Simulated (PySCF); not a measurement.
# Ta3 (Ta3-): the cost of one run

Method: TPSS, Ta def2-SVP with ECP60; scalar-relativistic core potentials, no spin–orbit coupling; program: PySCF 2.14.0.

4 further runs of the same task are left out: 2 for a known fault of the program, 1 that didn't finish, 1 set aside as unsound or not needed.

## (1) The system as given

3 atoms, charge -1, spin multiplicity 3.

Bond lengths: Ta1–Ta2 2.599 Å, Ta1–Ta3 2.410 Å, Ta2–Ta3 2.410 Å. Angles: Ta2–Ta1–Ta3 57.4°, Ta1–Ta2–Ta3 57.4°, Ta1–Ta3–Ta2 65.3°.

Geometry (Å):

```xyz
3

Ta    1.46377   -0.06439    0.00000
Ta   -0.78696    1.23599    0.00000
Ta   -0.67681   -1.17160    0.00000
```

An earlier session relaxed this geometry at TPSS, Ta def2-SVP with ECP60 (triplet, point group C2v).

Its energy there is -170.849168 Eh.

## (2) Multiplicity 1 at the relaxed geometry

run.py (the lines that set the calculation) reads:

```python
mol = gto.M(atom='''
Ta     1.46377    -0.06439     0.00000
Ta    -0.78696     1.23599     0.00000
Ta    -0.67681    -1.17160     0.00000''',
    basis={'Ta': 'def2-SVP'},
    ecp={'Ta': 'def2-SVP'},
    charge=-1, spin=0)
mf = dft.RKS(mol, xc='TPSS')
mf.grids.atom_grid = (50, 194)
mf = mf.density_fit()  # fitting sets: Ta def2-universal-JKFIT
mf.conv_tol = 1e-08; mf.max_cycle = 55
mf.kernel(dm0)  # dm0: free metal ions and neutral atoms
```

Launch:

```bash
$ OMP_NUM_THREADS=2 python run.py
```

**Question.** How long does this run take on 2 threads of Arm Neoverse V1, shared host?

About 53 s.
